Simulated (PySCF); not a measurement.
# C2H7NO2Si: the cost of one run

Programs: PySCF 2.14.0, with density-fitted response routines of our own. Each step states its level of theory. These are calculated values for one molecule in the gas phase, unless marked as measured. Atoms count from 0, in the outputs and in this text.

## 1. Starting geometry

13 atoms, charge 0, multiplicity 1; geometry from: GFN2-xTB. The atoms were then displaced at random by about 0.01 Å, so the start is not that level's minimum.

Bonds of the start (Å): C0–O1 1.39, O1–Si2 1.61, Si2–N3 1.76, N3–C4 1.31, C4–O5 1.20, C0–H6 1.08, C0–H7 1.08, C0–H8 1.13, Si2–H9 1.49, Si2–H10 1.45, N3–H11 1.02, C4–H12 1.11.

## 2. Optimising the geometry at PBE0-D3(BJ)/def2-SVP

Job settings and geometry (Å):

```
{"job": {"xc": "PBE0", "basis": "def2-SVP", "d3": "d3bj", "grid": 1, "shake": 0.01, "kind": "geom"}, "charge": 0, "multiplicity": 1}
C     -2.030990     0.034420     1.723240
O     -1.088510     0.364400     0.763000
Si     0.273690    -0.444620     0.476180
N      0.934710     0.562480    -0.812860
C      2.074760     0.205480    -1.354890
O      2.702900    -0.740380    -0.969670
H     -2.455440    -0.936760     1.542860
H     -1.610580     0.088410     2.719170
H     -2.850020     0.805930     1.665800
H      1.196300    -0.404670     1.639300
H      0.036210    -1.801560     0.014910
H      0.421610     1.370340    -1.153810
H      2.401180     0.879650    -2.170860
```

Command:

```bash
$ OMP_NUM_THREADS=1 python probes_run.py task.json out
```

One launch serves the whole session: the jobs run in the order shown.

**Question.** How long does this first job take on 1 thread of Arm Neoverse N1, shared host, and how much memory does it need?

About 76 s, with a peak of 0.51 GiB.
